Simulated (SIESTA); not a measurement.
Write the native input for SIESTA 5.4.2 that does the following.

| Property | Result |
| --- | --- |
| Task | single point |
| Functional | PBEsol |
| Potentials or basis | PseudoDojo 0.4 standard (PBEsol files) |
| Basis | DZP (energy shift 0.003 Ry; two zetas on semicore shells) |
| Grid cutoff | 800 Ry |
| Energy shift | 0.003 Ry |
| k mesh | 7 × 7 × 2 |
| Occupations | fermi-dirac, width 0.05 eV |
| Spin | no spin polarisation |

GeSb4Te7:

```
CELL_PARAMETERS angstrom
4.28930 0.00000 0.00000
-2.14465 3.71464 0.00000
0.00000 0.00000 24.63778
ATOMIC_POSITIONS crystal
Te 0.99906 0.00223 0.27940
Te 0.00228 0.00133 0.99796
Te 0.32605 0.66659 0.56558
Te 0.67276 0.33654 0.43076
Te 0.00578 0.01141 0.71937
Te 0.68044 0.33898 0.15023
Te 0.32968 0.65558 0.84882
Sb 0.66184 0.33540 0.65207
Sb 0.34469 0.66953 0.08178
Sb 0.33547 0.66938 0.34848
Sb 0.65957 0.33796 0.91770
Ge 0.00567 0.98795 0.50019
```

The cell is a database's computed one.

The cell isn't the ideal one: atoms moved at random, drawn with an rms of 0.05 Å.

One way to write it, as run:

GeSb4Te7.fdf

```
SystemName                      GeSb4Te7
SystemLabel                     GeSb4Te7
NumberOfSpecies                 3
NumberOfAtoms                   12
%block ChemicalSpeciesLabel
  1  52 Te
  2  51 Sb
  3  32 Ge
%endblock ChemicalSpeciesLabel

LatticeConstant                 1.0 Ang
%block LatticeVectors
     4.2893002584     0.0000000000     0.0000000000
    -2.1446501292     3.7146429882     0.0000000000
     0.0000000000     0.0000000000    24.6377784500
%endblock LatticeVectors
AtomicCoordinatesFormat         Fractional
%block AtomicCoordinatesAndAtomicSpecies
    -0.0009370000     0.0022270000     0.2794040000  1  Te
     0.0022810000     0.0013270000    -0.0020420000  1  Te
     0.3260510000     0.6665910000     0.5655760000  1  Te
     0.6727560000     0.3365400000     0.4307610000  1  Te
     0.0057840000     0.0114090000     0.7193680000  1  Te
     0.6804390000     0.3389800000     0.1502260000  1  Te
     0.3296810000     0.6555820000     0.8488160000  1  Te
     0.6618420000     0.3353990000     0.6520680000  2  Sb
     0.3446920000     0.6695320000     0.0817850000  2  Sb
     0.3354740000     0.6693770000     0.3484840000  2  Sb
     0.6595700000     0.3379640000     0.9177010000  2  Sb
     0.0056680000    -0.0120470000     0.5001870000  3  Ge
%endblock AtomicCoordinatesAndAtomicSpecies

%block kgrid.MonkhorstPack
    7   0   0  0.0
    0   7   0  0.0
    0   0   2  0.0
%endblock kgrid.MonkhorstPack
XC.Functional                   GGA
XC.Authors                      PBEsol
PAO.BasisSize                   DZP
PAO.EnergyShift                 0.003 Ry
Mesh.Cutoff                     800 Ry
OccupationFunction              FD
ElectronicTemperature           0.05 eV
MaxSCFIterations                120
SCF.MustConverge                false
SCF.Mixer.Method                Pulay
SCF.Mixer.Weight                0.25
SCF.Mixer.History               8
SCF.DM.Tolerance                5.0e-05
SCF.H.Tolerance                 1.0e-03 eV
WriteForces                     true
Charge.Mulliken                 end
%block PAO.Basis
  Te 4
  n=5 0 2
    5.613 0.000
  n=5 1 2
    7.253 0.000
  n=4 2 2
    3.260 0.000
  n=5 2 1
    7.253
  Sb 4
  n=5 0 2
    5.972 0.000
  n=5 1 2
    7.842 0.000
  n=4 2 2
    3.490 0.000
  n=5 2 1
    7.842
  Ge 4
  n=4 0 2
    5.960 0.000
  n=4 1 2
    8.130 0.000
  n=3 2 2
    3.189 0.000
  n=4 2 1
    8.130
%endblock PAO.Basis
```

Potentials or basis: PseudoDojo 0.4 standard (PBEsol files), DZP (energy shift 0.003 Ry; two zetas on semicore shells).

The run is started by

```sh
$ siesta < GeSb4Te7.fdf > GeSb4Te7.out 2>&1
```

Results of the run:

```json
{
  "Pressure": "-0.6 GPa",
  "Largest force": "0.747 eV/Å",
  "Band gap on the k mesh": "0.41 eV, direct"
}
```

Caveat: spin-orbit coupling is left out, which moves the levels of the heavy elements; an odd mesh through Γ misses points on the zone boundary, where band edges often lie; the basis of atomic orbitals isn't converged, which shifts pressures, moduli and gaps.

Wall time 5.8 min on 1 thread of Arm Neoverse V1, with other jobs on the host, peak memory 1.1 GiB.
